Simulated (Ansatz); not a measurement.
Run this with Ansatz 0.2.0 through its Python package and show what comes out.

`bde_clhssn.py`:
```python
"""X-H bond energies of ClHSSn without relaxation."""

import ansatz as az


def energy(molecule, charge=0, unpaired=0):
    calc = molecule.calculation().basis(gaussian="def2-SVP").functional("r2scan", dispersion="d3bj")
    if charge:
        calc = calc.charge(charge)
    if unpaired:
        calc = calc.spin("collinear", total=unpaired)
    report = calc.run().report
    if report["published_state_doubts"]:
        print("  doubts:", report["published_state_doubts"])
    return report["free_energy_ev"]

def without(molecule, index):
    rest = az.Crystal.molecule()
    for i, site in enumerate(molecule.cartesian_sites):
        if i != index:
            rest = rest.atom(site.symbol, site.position_ang)
    return rest

mol = (
    az.Crystal.molecule()
    .atom("S", [0.3268, 1.3257, -0.7647])
    .atom("Sn", [-1.2657, -0.3476, -0.0566])
    .atom("Cl", [-0.1027, -2.3212, 0.391])
    .atom("H", [1.0971, 1.2829, 0.41])
)

whole = energy(mol, 0)
hydrogen = energy(az.Crystal.molecule().atom("H", (0, 0, 0)), 0, 1)
print(f"E(molecule) = {whole:.5f} eV, E(H) = {hydrogen:.5f} eV")
for index in [3]:
    radical = energy(without(mol, index), 0, 1)
    print(f"H{index}: homolysis {23.060548 * (radical + hydrogen - whole):.1f} kcal/mol")
```

```console
$ python bde_clhssn.py
DeckWarning: the engine holds no damping parameters fitted to this dispersion correction and functional, so the run takes those fitted to r2scan beside the three-body term, which d3bj leaves out (hamiltonian.dispersion, under Limitations)
E(molecule) = -29201.22232 eV, E(H) = -13.58417 eV
H3: homolysis 81.8 kcal/mol
```
(Warnings from the package without file and line.)

Caveats:
- Total energies depend on the basis set; only differences at equal settings carry meaning.
- The geometry is a force-field or estimated start, not a minimum of this method, and the basis set is short of its limit. All parts are taken at fixed geometry, without zero-point energy.
- def2 sets replace the cores of elements past krypton by effective core potentials.
- The spin-orbit lowering of heavy atoms is left out.
- A dispersion term here runs with damping parameters fitted for another variant or functional.
- Finished in 22 s on 1 thread of Arm Neoverse V2, with other jobs on the host, peak memory 0.24 GiB.
